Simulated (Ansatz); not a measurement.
# BNH2Cl (SMILES N[B]Cl): UMP2/def2-TZVP

What is the electronic atomisation energy of BNH2Cl at UMP2/def2-TZVP? 

The results are computed with Ansatz 0.2.0.

61 further runs of the same task are left out: 61 set aside as unsound or not needed.

## (1) The molecule

The species is BNH2Cl (5 atoms), meant as a doublet with charge 0. SMILES: `N[B]Cl`. The shape is that of a PBE0-D4/def2-TZVP optimisation. This is one conformer, not always the lowest.

Bond lengths: N1–B2 1.376 Å, B2–Cl3 1.746 Å, N1–H4 1.005 Å, N1–H5 1.010 Å. Angles: N1–B2–Cl3 124.3°, B2–N1–H4 122.3°, B2–N1–H5 123.4°, H4–N1–H5 114.3°.

## (2) A single-point energy at UMP2/def2-TZVP

Input file run.yaml:

```yaml
crystal:
  periodic: [false, false, false]
  atoms:
    - {symbol: "N", position_ang: [-0.334000, 0.412100, -0.256700]}
    - {symbol: B, position_ang: [-0.098400, -0.544600, 0.704400]}
    - {symbol: Cl, position_ang: [1.343200, -1.526200, 0.784600]}
    - {symbol: H, position_ang: [-1.176700, 0.959900, -0.273100]}
    - {symbol: H, position_ang: [0.315800, 0.625100, -1.000600]}
basis:
  gaussian: {orbitals: def2-TZVP}
magnetization: {spin_polarized: true, initial_magnetization: 1}
accuracy: high
correlation: {method: mp2, frozen_orbitals: {B: 1, Cl: 5, H: 0, "N": 1}}
```

Run with:

```console
ansatz run run.yaml --threads 1 --pin off --max-ram 3480MiB --events-out events.jsonl --progress --plain --runs-dir runs
```

The log of the run:

```text
Warning: RAYON_NUM_THREADS=1 ignored (pool sized by the plan → 1); use --threads N
Functional definition: HF
  name "HF"
  exchange = exact_x
  correlation = 0
1844 factors; integrals over basis functions are off by at most 3.6e-9 eV
mean field evaluation 1: about -14687.8685 eV, gradient 2.3e1 eV
mean field evaluation 2: about -14687.8726 eV, gradient 2.3e1 eV
mean field evaluation 4: about -14690.5729 eV, gradient 2.7e0 eV
mean field evaluation 8: about -14690.6920 eV, gradient 2.0e-1 eV
mean field -14690.69317257 eV, -539.8730163824 hartree, gradient 7.6e-8 eV, S^2 0.756624; 0 other end points of the search recorded, 0 dependent functions left out
7 core orbitals not correlated: weight in the atoms' cores, before any rotation towards them, 1.000 or more for the frozen orbitals, at most 0.000 for the correlated occupied ones
reference -14690.69317257 eV, -539.8730163824 hartree; 9, 8 occupied and 95, 96 virtual orbitals, 1844 factors
second order -12.67062751 eV of doubles, -0.00000000 eV of singles
Total energy: -14703.36380008 eV, -540.3386533550 hartree
```

Run time: 3.6 s. Hardware: 1 thread of Arm Neoverse V2, shared host; peak memory 0.31 GiB.

## (3) The B atom, same level

Input file run.yaml:

```yaml
crystal:
  periodic: [false, false, false]
  atoms:
    - {symbol: B, position_ang: [0.000000, 0.000000, 0.000000]}
basis:
  gaussian:
    orbitals: def2-TZVP
magnetization:
  spin_polarized: true
  initial_magnetization: 1
correlation:
  method: mp2
  frozen_orbitals: {B: 1}
accuracy: high
```

Run the same way, it converges to -24.57584 Eh (log not shown).

## (4) The Cl atom at the same level

Input file input.yaml:

```yaml
crystal:
  periodic: [false, false, false]
  atoms:
    - symbol: Cl
      position_ang: [0.000000, 0.000000, 0.000000]
basis:
  gaussian:
    orbitals: def2-TZVP
magnetization:
  spin_polarized: true
  initial_magnetization: 1
correlation:
  method: mp2
  frozen_orbitals: {Cl: 5}
accuracy: high
```

Run the same way, it converges to -459.63212 Eh (log not shown).

## (5) The H atom: the energy at UHF/def2-TZVP

Input file job.yaml:

```yaml
basis:
  gaussian: {orbitals: def2-TZVP}
crystal:
  periodic: [false, false, false]
  atoms:
    - {symbol: H, position_ang: [0.000000, 0.000000, 0.000000]}
magnetization: {spin_polarized: true, initial_magnetization: 1}
hamiltonian: {xc: hf}
accuracy: high
```

Run the same way, it converges to -0.49981 Eh (log not shown).

## (6) The N atom

Input file in.yaml:

```yaml
crystal:
  periodic: [false, false, false]
  atoms:
    - {symbol: "N", position_ang: [0.000000, 0.000000, 0.000000]}
basis:
  gaussian:
    orbitals: def2-TZVP
magnetization:
  spin_polarized: true
  initial_magnetization: 3
correlation:
  method: mp2
  frozen_orbitals: {"N": 1}
accuracy: high
```

Run the same way, it converges to -54.49761 Eh (log not shown).

## (7) What came out

At UMP2/def2-TZVP, 7 core orbitals frozen:

| quantity | value |
| --- | --- |
| molecule: total energy | -540.33865 Eh |
| molecule: correlation energy (7 core orbitals frozen) | -465.6 mEh |
| molecule: ⟨S²⟩ of the reference determinant | 0.757 |
| B atom: total energy | -24.57584 Eh |
| B atom: correlation energy (1 core orbital frozen) | -43.5 mEh |
| B atom: ⟨S²⟩ of the reference determinant | 0.761 |
| Cl atom: total energy | -459.63212 Eh |
| Cl atom: correlation energy (5 core orbitals frozen) | -155.3 mEh |
| Cl atom: ⟨S²⟩ of the reference determinant | 0.760 |
| H atom: total energy | -0.49981 Eh |
| H atom: ⟨S²⟩ | 0.750 |
| N atom: total energy | -54.49761 Eh |
| N atom: correlation energy (1 core orbital frozen) | -94.9 mEh |
| N atom: ⟨S²⟩ of the reference determinant | 3.758 |
| electronic atomisation energy | 17.237 eV |

What this shows: Taking the molecule apart into free atoms costs 17.24 eV (398 kcal/mol), before zero-point energy and without spin-orbit coupling.
